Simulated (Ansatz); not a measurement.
# Al: the cost of one run

Computed with Ansatz 0.2.0 (DFT r2SCAN, scalar-relativistic, plane waves, PAW, unless a step's input says otherwise).

### 1 The structure to begin with

It takes space group Fm-3m (No. 225, cubic). Conventional cell: a = 4.050 Å, b = 4.050 Å, c = 4.050 Å, α = 90.00°, β = 90.00°, γ = 90.00°. Around Al (site symmetry m-3m) lie 12 Al at 2.86 Å.

Structure file:

```cif
data_structure
_symmetry_space_group_name_H-M 'P 1'
_symmetry_Int_Tables_number 1
_cell_length_a 2.8635
_cell_length_b 2.8635
_cell_length_c 2.8635
_cell_angle_alpha 60.000
_cell_angle_beta 60.000
_cell_angle_gamma 60.000
_cell_volume 16.60
loop_
_atom_site_label
_atom_site_type_symbol
_atom_site_fract_x
_atom_site_fract_y
_atom_site_fract_z
_atom_site_occupancy
Al1 Al 0.00000 0.00000 0.00000 1
```

Source of the structure: the Crystallography Open Database.

(A quick probe on a coarse mesh, which set the mesh and smearing, is not shown.)

### 3 Relaxing cell and atoms

input.yaml

```yaml
crystal:
  lattice:
    - [0.0, 2.024805, 2.024805]
    - [2.024805, 0.0, 2.024805]
    - [2.024805, 2.024805, 0.0]
  atoms:
    - { symbol: Al, position: [0.0, 0.0, 0.0] }
basis:
  ecutwfc: 500
kpoints:
  mp_grid: { grid: [18, 18, 18] }
hamiltonian:
  xc: r2scan
scf:
  occupations: { method: gaussian, width: 0.1 }
output:
  forces: true
  stress: true
  eigenvalues: true
  write_density: true
  write_potential: true
  elf: true
  volumetric_format: npy
relax:
  adjacent_minimum: "off"
  f_tol: 0.005
  max_steps: 80
  cell: { stress_tol: 0.05 }
```

The run is started by

```sh
> ansatz run input.yaml --threads 2 --pin off --max-ram 5120MiB --backend cpu --events-out ev --progress --plain --runs-dir out
```

**Question.** How long does this run take on 2 threads of Arm Neoverse V1, shared host, and how much memory does it need?

About 9.7 s, with a peak of 0.34 GiB.
